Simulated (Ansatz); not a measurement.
# SnH3 radical (SMILES [SnH3]): a rigid scan of the bond length Sn1–H4

The task here is to estimate one member of a computed series from the others.

Program: Ansatz 0.2.0, Gaussian basis. Level of theory: single points in def2-TZVPP. These are calculated values, not measurements.

Levels: PBE-D4, r2SCAN-D4, PBE0-D4, B3LYP-D4, wB97M-V, Hartree-Fock, MP2, CCSD, CCSD(T). The scan takes 1.475, 1.525, 1.599, 1.686, 1.781, 1.884, 1.994, 2.109, 2.229 Å.

Cores are frozen in the correlated methods. Filled d shells of the heavier atoms are correlated. Core potentials replace the inner electrons past krypton, and spin-orbit coupling is left out. Orbitals are unrestricted. B3LYP uses VWN-RPA correlation.

27 further runs of the same task are left out: 27 set aside as unsound or not needed.

**The starting structure**

SMILES `[SnH3]`, 4 atoms, charge 0, spin multiplicity 2.

Atoms are counted from 1 here; the program's logs count them from 0.

Bond lengths: Sn1–H2 1.722 Å, Sn1–H3 1.788 Å, Sn1–H4 1.799 Å. Angles: H2–Sn1–H3 110.6°, H2–Sn1–H4 107.1°, H3–Sn1–H4 107.9°.

Coordinates:

```xyz
4

Sn    0.3151   -0.2447   -0.2725
H     1.0706    0.0341    1.2501
H    -1.1751   -1.2113   -0.0662
H    -0.1551    1.3617   -0.9317
```

Set-up of the first run:

pre/in.yaml

```yaml
crystal:
  periodic: [false, false, false]
  atoms:
    - {symbol: Sn, position_ang: [0.315100, -0.244700, -0.272500]}
    - {symbol: H, position_ang: [1.070600, 0.034100, 1.250100]}
    - {symbol: H, position_ang: [-1.175100, -1.211300, -0.066200]}
    - {symbol: H, position_ang: [-0.155100, 1.361700, -0.931700]}
basis:
  gaussian: {orbitals: def2-SVP}
magnetization: {spin_polarized: true, initial_magnetization: 1}
hamiltonian: {xc: pbe, dispersion: d4}
relax: {f_tol: 0.03, max_steps: 250}
```

No record of the launch command was kept for these runs.

Steps of the session up to this table: A first relaxation in a small basis; Finding the minimum; The minimum at every level; Sn1–H4 = 1.475 Å; Sn1–H4 = 1.525 Å; Sn1–H4 = 1.599 Å; Sn1–H4 = 1.686 Å; Sn1–H4 = 1.781 Å; Sn1–H4 = 1.884 Å; Sn1–H4 = 1.994 Å; Sn1–H4 = 2.109 Å; Sn1–H4 = 2.229 Å.

One table of the session follows, with a row left open; its other results are not shown here.

It belongs to the step «The curves». Energies less that of the minimum at the same level (kcal/mol):

```
bond length (Å)  PBE-D4  PBE0-D4  B3LYP-D4  wB97M-V  Hartree-Fock
          1.475    13.2     12.4      12.8     11.8          13.0
          1.525     7.9      7.2       7.6      6.7           7.5
          1.599     2.9      2.4       2.6      2.1           2.5
          1.686     0.3      0.1       0.2      0.1           0.1
1.715 (minimum)     0.0      0.0       0.0      0.0           0.0
          1.781       ?        ?         ?        ?             ?
          1.884     2.6      3.5       3.1      3.9           4.0
          1.994     6.8      8.2       7.5      9.0           9.3
          2.109    12.0     14.2      12.9     15.4          16.1
          2.229    18.0     20.9      19.1     22.6          23.7
```

Q: Estimate the row for bond length (Å) = 1.781 from the others.

**Answer.** PBE-D4: 0.3; PBE0-D4: 0.6; B3LYP-D4: 0.5; wB97M-V: 0.8; Hartree-Fock: 0.7.

To keep in mind: A polynomial through the near points puts the CCSD(T) minimum 0.013 Å below the PBE0-D4 value.
